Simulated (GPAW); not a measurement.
Here is a GPAW 26.7.0 calculation.

The input run.py:

```python
from ase import Atoms
from ase.eos import EquationOfState
from ase.io import Trajectory
from ase.units import GPa
from gpaw import GPAW, PW, setup_paths

setup_paths.insert(0, '.')

atoms = Atoms(['Cd', 'Cd', 'S'],
              cell=[[3.962670049, 0.0, 0.0],
                    [-1.9813350245, 3.4317729293, 0.0],
                    [0.0, 0.0, 5.809192]],
              scaled_positions=[[0.3333333333, 0.6666666667, 0.932717],
                                [0.6666666667, 0.3333333333, 0.578735],
                                [0.3333333333, 0.6666666667, 0.365705]],
              pbc=True)

traj = Trajectory('eos.traj', 'w')
volumes, energies = [], []
for x in [0.94, 0.96, 0.98, 1.0, 1.02, 1.04, 1.06]:
    a = atoms.copy()
    a.set_cell(atoms.cell * x**(1 / 3), scale_atoms=True)
    calc = GPAW(mode=PW(600),
                xc='PBEsol',
                kpts={'size': (8, 8, 5), 'gamma': True},
                occupations={'name': 'fermi-dirac', 'width': 0.05},
                nbands=26,
                convergence={'density': 1e-05, 'energy': 1e-05},
                maxiter=150,
                txt=f'eos-{x:.2f}.txt')
    a.calc = calc
    energies.append(a.get_potential_energy(force_consistent=True))
    volumes.append(a.get_volume())
    p = -a.get_stress()[:3].mean() / GPa
    calc.write(f'eos-{x:.2f}.gpw')
    traj.write(a)
    print(f'{x:.2f} {volumes[-1]:10.4f} A^3 {energies[-1]:14.6f} eV {p:9.3f} GPa', flush=True)

v0, e0, B = EquationOfState(volumes, energies, eos='birchmurnaghan').fit()
print(f'V0 = {v0:.4f} A^3, E0 = {e0:.6f} eV, B0 = {B / GPa:.2f} GPa')
```

Potentials or basis: PAW data sets generated in the run's folder for this functional, pw.

Run with:

```sh
$ gpaw-setup -f PBEsol Cd S
$ OMP_NUM_THREADS=1 python run.py
```

(1) What does it give for the bulk modulus at fixed shape and positions?

(2) Predict the equilibrium volume.

## Answers

(1) 53 GPa (rough).

(2) 24.48 Å³/atom (rough: see the caveat).

Caveat: the minimum lies outside the volumes run; the cell was scaled at fixed shape and fractional positions, which overstates the stiffness of a crystal with free parameters, most of all of layers and chains.
